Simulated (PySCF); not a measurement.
# SiF3 (trifluorosilyl): UPBE0/STO-3G

Aim: the vertical doublet–quartet gap of SiF3 (trifluorosilyl) at UPBE0/STO-3G, from 2 runs. The job is set up through a Python script.

The calculation is run with PySCF 2.14.0.

12 further runs of the same task are left out: 4 that didn't finish, 8 set aside as unsound or not needed.

**1. Starting point**

SiF3: 4 atoms, total charge 0, spin state doublet. SMILES: `F[Si](F)F`. The coordinates come from a PBE0-D4/def2-TZVP relaxation.

Bond lengths: F1–Si2 1.581 Å, Si2–F3 1.581 Å, Si2–F4 1.581 Å. Angles: F1–Si2–F3 107.9°, F1–Si2–F4 107.9°, F3–Si2–F4 107.9°.

**2. The energy at UPBE0/STO-3G**

The input, job.py:

```python
from pyscf import gto, dft

mol = gto.M(
    atom='F 0.784850 -0.507040 1.151700; Si -0.282750 0.213060 0.234280; F -0.994260 -0.892250 -0.644340; F 0.492160 1.186230 -0.741640',
    charge=0,
    spin=1,
    max_memory=1860,
    verbose=3,
    basis='sto-3g',
)

calc0 = dft.UKS(mol, xc='pbe0')
calc0.grids.level = 5
calc0.conv_tol = 1e-10
calc0.kernel()
if not calc0.converged:
    calc0 = calc0.newton().run(calc0.mo_coeff, calc0.mo_occ)

e_tot = calc0.e_tot
print('E = %.10f Eh' % e_tot)
```

On the command line:

```console
OMP_NUM_THREADS=1 python job.py
```

Standard output:

```text
converged SCF energy = -580.951675544778  <S^2> = 0.75229935  2S+1 = 2.002298
E = -580.9516755448 Eh
```

Run time: 4.2 s. Hardware: 1 thread of Intel Xeon 6975P-C (Granite Rapids), shared host; peak memory 0.23 GiB.

**3. The quartet**

The input, input.xyz:

```xyz
4

F      0.784850    -0.507040     1.151700
Si    -0.282750     0.213060     0.234280
F     -0.994260    -0.892250    -0.644340
F      0.492160     1.186230    -0.741640
```

The input, run.py:

```python
from pyscf import gto, dft

molecule = gto.Mole()
molecule.atom = 'input.xyz'
molecule.max_memory = 1860
molecule.spin = 3
molecule.basis = 'sto-3g'
molecule.verbose = 4
molecule.build()

calc0 = dft.UKS(molecule, xc='pbe0')
calc0.grids.level = 5
calc0.conv_tol = 1e-10
calc0.kernel()
if not calc0.converged:
    calc0 = calc0.newton().run(calc0.mo_coeff, calc0.mo_occ)

e_tot = calc0.e_tot
print('Final energy', e_tot)
```

On the command line:

```console
OMP_NUM_THREADS=1 python run.py
```

Standard output:

```text
PySCF version 2.14.0

[INPUT] num. atoms = 4
[INPUT] num. electrons = 41
[INPUT] charge = 0
[INPUT] spin (= nelec alpha-beta = 2S) = 3
[INPUT] symmetry False subgroup None
[INPUT] Mole.unit = angstrom
[INPUT] Symbol           X                Y                Z      unit          X                Y                Z       unit  Magmom
[INPUT]  1 F      0.784850000000  -0.507040000000   1.151700000000 AA    1.483151548865  -0.958166734199   2.176397577662 Bohr   0.0
[INPUT]  2 Si    -0.282750000000   0.213060000000   0.234280000000 AA   -0.534320061721   0.402625048100   0.442725036463 Bohr   0.0
[INPUT]  3 F     -0.994260000000  -0.892250000000  -0.644340000000 AA   -1.878879096610  -1.686108134643  -1.217626131102 Bohr   0.0
[INPUT]  4 F      0.492160000000   1.186230000000  -0.741640000000 AA    0.930047609466   2.241649820743  -1.401496483022 Bohr   0.0

nuclear repulsion = 176.798451306826
number of shells = 14
number of NR pGTOs = 72
number of NR cGTOs = 24
basis = sto-3g
ecp = {}

[... 33 lines left out ...]
[... the frontier-level lines of each cycle are left out ...]
[... 5 lines left out ...]
[... 5 lines left out ...]
[... 5 lines left out ...]
[... 5 lines left out ...]
[... 5 lines left out ...]
[... 5 lines left out ...]
[... 5 lines left out ...]
[... 5 lines left out ...]
[... 5 lines left out ...]
[... 5 lines left out ...]

cycle= 11 E= -580.498808793702  delta_E= -2.39e-09  |g|= 1.58e-05  |ddm|= 0.000165


cycle= 12 E= -580.498808792516  delta_E= 1.19e-09  |g|= 1.55e-05  |ddm|= 7.71e-05


cycle= 13 E= -580.498808776872  delta_E= 1.56e-08  |g|= 6.99e-06  |ddm|= 0.00159


cycle= 14 E= -580.498808774877  delta_E= 1.99e-09  |g|= 6.08e-06  |ddm|= 0.000662


cycle= 15 E= -580.498808774908  delta_E= -3.09e-11  |g|= 1.66e-06  |ddm|= 0.000184


Extra cycle  E= -580.498808774919  delta_E= -1.16e-11  |g|= 4.09e-06  |ddm|= 3.55e-05
converged SCF energy = -580.498808774919  <S^2> = 3.7527133  2S+1 = 4.0013564
Final energy -580.4988087749192
```

Wall time 5.7 s (1 thread of Intel Xeon 6975P-C (Granite Rapids), shared host); peak memory 0.23 GiB.

**4. Summary of results**

Level: UPBE0/STO-3G.

```
                                        quantity          value
                           doublet: total energy  -580.95168 Eh
                          doublet: dipole moment         0.69 D
     doublet: HOMO energy (highest over α and β)       -2.40 eV
      doublet: LUMO energy (lowest over α and β)        1.39 eV
                                   doublet: ⟨S²⟩          0.752
                           quartet: total energy  -580.49881 Eh
                          quartet: dipole moment         1.52 D
                                   quartet: ⟨S²⟩          3.753
vertical energy of the quartet above the doublet      12.323 eV
```

What this shows: At this shape the quartet lies 12.32 eV (1189 kJ/mol) above the doublet. In a minimal basis such a difference can be off by several eV, whatever the method. Mulliken charges (doublet) run from -0.25 on F1 to +0.75 on Si2; they depend strongly on the basis.
